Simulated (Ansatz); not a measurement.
**CdF under changes of volume**

One of the cells (16.217 Å³/atom); the others are scaled copies at fixed shape and fractional positions:

```
CELL_PARAMETERS angstrom
0.00000 2.53120 2.53120
2.53120 0.00000 2.53120
2.53120 2.53120 0.00000
ATOMIC_POSITIONS crystal
Cd 0.00000 0.00000 0.00000
F 0.50000 0.50000 0.50000
```

The cell was built by a generator and needn't be a form met in nature.

- Program: Ansatz 0.2.0
- Functional: PBE
- Potentials or basis: all-electron LAPW, scalar-relativistic
- Cutoff: 285 eV (chosen from the basis error)
- Basis error allowed: 0.0005 eV/atom
- k mesh: 9 × 9 × 9
- Occupations: fermi-dirac, width 0.05 eV
- Spin: no spin polarisation

```tsv
volume (Å³/atom)	energy over the lowest point (meV/atom)	pressure (GPa)
15.244	55.73	9.7
15.569	38.11	7.7
15.893	24.30	5.9
16.217	13.93	4.3
16.542	?	?
16.866	2.09	1.6
17.190	0.00	0.5
```

Question: What does the run at 16.542 Å³/atom give?

Answer: Energy over the lowest point 6.64 meV/atom; pressure 2.9 GPa.

Worked out: A Birch-Murnaghan fit of order 3 (a polynomial in V^(-2/3)) to the other rows has its minimum at 17.33 Å³/atom, just outside them, with B0 = V·E''(V) = 56 GPa and B' = 4.7. It gives 6.62 meV/atom at 16.542 Å³/atom, against the run's 6.64, and -dE/dV = 2.9 GPa, against 2.9.

Energies are extrapolated to zero smearing.

Caveats: an odd number of electrons without spin polarisation forces a metal; a magnetic or distorted state may lie lower.

The runs don't all hold the same shells in valence.
